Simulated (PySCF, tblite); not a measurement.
# C₇H₁₀NP: geometry, infrared bands and NMR shifts

What infrared bands and NMR shifts should C₇H₁₀NP (`Cn1ccpc1C1CC1`) show?

The runs use tblite 0.8.0 and PySCF 2.14.0, with density-fitted response routines of our own; the level of theory stands in each step. All values are computed, except where a source is named. Atoms count from 0, in the outputs and in this text.

## (1) The molecule as given

19 atoms, charge 0, multiplicity 1; geometry from: force field or distance geometry start.

Bonds of the start (Å): C0–N1 1.49, N1–C2 1.33, C2–C3 1.36, C3–P4 1.90, P4–C5 1.75, C5–C6 1.48, C6–C7 1.51, C7–C8 1.50, C5–N1 1.32, C8–C6 1.52, C0–H9 1.11, C0–H10 1.11, C0–H11 1.12, C2–H12 1.11, C3–H13 1.11, C6–H14 1.10, C7–H15 1.12, C7–H16 1.12, C8–H17 1.12, C8–H18 1.10.

## (2) Optimising the geometry with GFN2-xTB

The job: settings as JSON, then the geometry in Å.

```
{"job": {"kind": "relax", "xc": "GFN2-xTB", "basis": "xTB"}, "charge": 0, "multiplicity": 1}
C      1.157300     1.318600     1.330000
N      1.196600     0.272700     0.274100
C      2.352700    -0.200600    -0.169400
C      2.304200    -1.149600    -1.136300
P      0.455200    -1.453200    -1.422900
C      0.077200    -0.232900    -0.222400
C     -1.303400     0.158400     0.154500
C     -2.309900     0.114900    -0.970000
C     -2.347600    -0.942500     0.098000
H      1.156200     0.866900     2.345900
H      2.040300     1.981100     1.233700
H      0.263200     1.962300     1.132800
H      3.317200     0.182900     0.219100
H      3.191500    -1.629000    -1.594300
H     -1.499100     0.926900     0.918000
H     -3.180500     0.817000    -0.939500
H     -1.867700    -0.132100    -1.972700
H     -1.890400    -1.932000    -0.170700
H     -3.122900    -0.920700     0.884600
```

The run is started by

```bash
$ OMP_NUM_THREADS=1 python probes_run.py task.json out
```

One launch serves the whole session: the jobs run in the order shown.

**Question.** This job is followed by: GFN2-xTB harmonic vibrations, gas phase; GIAO PBE0/pcSseg-1 NMR shielding, non-relativistic, gas phase. What will the session give for the following? strongest single infrared mode (GFN2-xTB); zero-point energy (GFN2-xTB); 13C shifts against TMS (PBE0/pcSseg-1, means over atoms taken as alike); 1H shifts against TMS (PBE0/pcSseg-1, means over atoms taken as alike); 15N shifts against NH3 (PBE0/pcSseg-1); 31P shifts against H3PO4 (PBE0/pcSseg-1).

**Answer**, as computed:

| quantity | value |
| --- | --- |
| strongest single infrared mode (GFN2-xTB) | 3106 cm⁻¹, 79 km/mol |
| zero-point energy (GFN2-xTB) | 96.6 kcal/mol |
| 13C shifts against TMS (PBE0/pcSseg-1, means over atoms taken as alike) | 185.9, 133.1, 132.3, 36.8, 22.1, 14.8 ppm |
| 1H shifts against TMS (PBE0/pcSseg-1, means over atoms taken as alike) | 7.10, 7.01, 3.88, 1.70, 1.33, 0.79 ppm |
| 15N shifts against NH3 (PBE0/pcSseg-1) | 193.9 ppm |
| 31P shifts against H3PO4 (PBE0/pcSseg-1) | 99.2 ppm |

In words: Over 62 steps the energy fell by 0.711 eV; of the close pairs, C3–P4 changed most, 1.896 to 1.756 Å. The lowest mode is slightly imaginary (9i cm⁻¹), a soft motion within the noise of the Hessian, so the minimum is not strictly shown. GFN2-xTB is a fitted tight-binding method: band positions and strengths are rough. Its intensities can rank the bands wrongly. At PBE0/pcSseg-1: Shielding is most anisotropic at P4 (span 385 ppm, paramagnetic term -752 ppm). NICS(1)zz of -25 ppm above the planar ring from N1 marks a diatropic (aromatic) ring current.
